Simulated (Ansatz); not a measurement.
# BN (zincblende type): the cost of one run

Program: Ansatz 0.2.0. Level of theory: DFT, LDA, PAW with Ansatz's default frozen-core files, scalar-relativistic. These are calculated values, not measurements.

**1. The structure to begin with**

It takes space group F-43m (No. 216, cubic). Conventional cell: a = 4.309 Å, b = 4.309 Å, c = 4.309 Å, α = 90.00°, β = 90.00°, γ = 90.00°. B (site symmetry -43m) has 4 N at 1.87 Å as nearest neighbours. N (site symmetry -43m) has 4 B at 1.87 Å as nearest neighbours.

Coordinates:

```xyz
2
Lattice="0.0000 2.1544 2.1544 2.1544 0.0000 2.1544 2.1544 2.1544 0.0000" Properties=species:S:1:pos:R:3 pbc="T T T"
B     0.0000    0.0000    0.0000
N     1.0772    1.0772    1.0772
```

Atoms are numbered in the order of the input: B1, N2.

**2. Bulk cell relaxed, PAW**

File input.yaml:

```yaml
crystal:
  lattice:
    - [0.0, 2.15443469, 2.15443469]
    - [2.15443469, 0.0, 2.15443469]
    - [2.15443469, 2.15443469, 0.0]
  atoms:
    - { symbol: B, position: [0.0, 0.0, 0.0] }
    - { symbol: "N", position: [0.25, 0.25, 0.25] }
kpoints:
  mp_grid: { grid: [13, 13, 13] }
scf:
  occupations: { method: fermi_dirac, width: 0.02 }
hamiltonian:
  xc: lda
  pseudopotentials: { kind: paw }
output:
  forces: true
  stress: true
  write_density: true
  write_potential: true
  elf: true
  volumetric_format: npy
relax:
  f_tol: 0.005
  max_steps: 40
  cell: {}
```

The run is started by

```sh
$ ansatz run input.yaml --threads 2 --pin off --max-ram 4096MiB --backend cpu --events-out ev --progress --plain --runs-dir out
```

**Question.** How long does this run take on 2 threads of Arm Neoverse V1, shared host, and how much memory does it need?

About 7.6 s, with a peak of 0.29 GiB.
